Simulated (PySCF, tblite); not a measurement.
# C₃H₁₂NSi₂ radical: geometry, infrared bands and EPR parameters

What infrared bands and EPR parameters should C₃H₁₂NSi₂ radical (`CCN(C)[SiH][SiH3]`) show?

The runs use tblite 0.8.0 and PySCF 2.14.0, with density-fitted response routines of our own; the level of theory stands in each step. All values are computed, except where a source is named. Atoms are numbered from 0 throughout.

**1. Starting geometry**

18 atoms, charge 0, multiplicity 2; geometry from: force field or distance geometry start.

Bonds of the start (Å): C0–C1 1.53, C1–N2 1.49, N2–C3 1.46, N2–Si4 1.72, Si4–Si5 2.30, C0–H6 1.09, C0–H7 1.10, C0–H8 1.09, C1–H9 1.09, C1–H10 1.10, C3–H11 1.11, C3–H12 1.10, C3–H13 1.10, Si4–H14 1.50, Si5–H15 1.49, Si5–H16 1.49, Si5–H17 1.49.

**2. Optimising the geometry with GFN2-xTB**

The job: settings as JSON, then the geometry in Å.

```
{"job": {"kind": "relax", "xc": "GFN2-xTB", "basis": "xTB"}, "charge": 0, "multiplicity": 2}
C     -1.280500     1.313400     0.577500
C     -1.265100     0.732200    -0.839200
N     -0.366000    -0.447200    -0.982400
C     -0.952100    -1.608800    -0.324200
Si     1.318400    -0.304600    -1.284600
Si     2.649000    -0.294700     0.593600
H     -1.651600     0.594500     1.309600
H     -1.957300     2.183300     0.609300
H     -0.294400     1.658600     0.892700
H     -0.970600     1.515500    -1.530300
H     -2.286200     0.457300    -1.126000
H     -0.794900    -1.585100     0.769500
H     -2.033100    -1.700000    -0.493700
H     -0.501500    -2.546000    -0.694800
H      1.516400     0.940300    -2.090900
H      4.088200    -0.237100     0.225600
H      2.344300     0.878300     1.466800
H      2.428000    -1.543600     1.382900
```

On the command line:

```bash
$ OMP_NUM_THREADS=1 python probes_run.py task.json out
```

This one command runs all jobs of the session in turn.

**Question.** This job is followed by: GFN2-xTB harmonic vibrations, gas phase; UKS B3LYP, pcH-1 on C H N Si, non-relativistic, mean-field spin-orbit, GIAO. Predict these results of the whole session: strongest single infrared mode (GFN2-xTB); zero-point energy (GFN2-xTB); g(iso) (B3LYP); ⟨S²⟩; largest a(iso) (averaged by class); surface potential, 1st and 99th percentile.

As calculated:

```
                                 quantity                    value
strongest single infrared mode (GFN2-xTB)     810 cm⁻¹, 445 km/mol
             zero-point energy (GFN2-xTB)            87.9 kcal/mol
                           g(iso) (B3LYP)                  2.00320
                                     ⟨S²⟩       0.753 (exact 0.75)
       largest a(iso) (averaged by class)  29Si on Si4, -430.6 MHz
    surface potential, 1st and 99th percentile       -0.49 V and 0.82 V
```

What this shows: Relaxing lowered the energy by 0.195 eV in 117 steps; the close pair that moved most is C1–N2, from 1.490 to 1.440 Å. No mode is imaginary among the 48: a minimum at this level. The strongest single mode, at 810 cm⁻¹, has its largest shares on H15, H16 and H17 (the list is cut at 3 atoms). Unscaled tight-binding wavenumbers are off by several per cent, some by more. Its intensities can rank the bands wrongly. Si4 carries the largest spin population, 0.76 e. The isotropic g lies 0.9 ppt above the free-electron value.
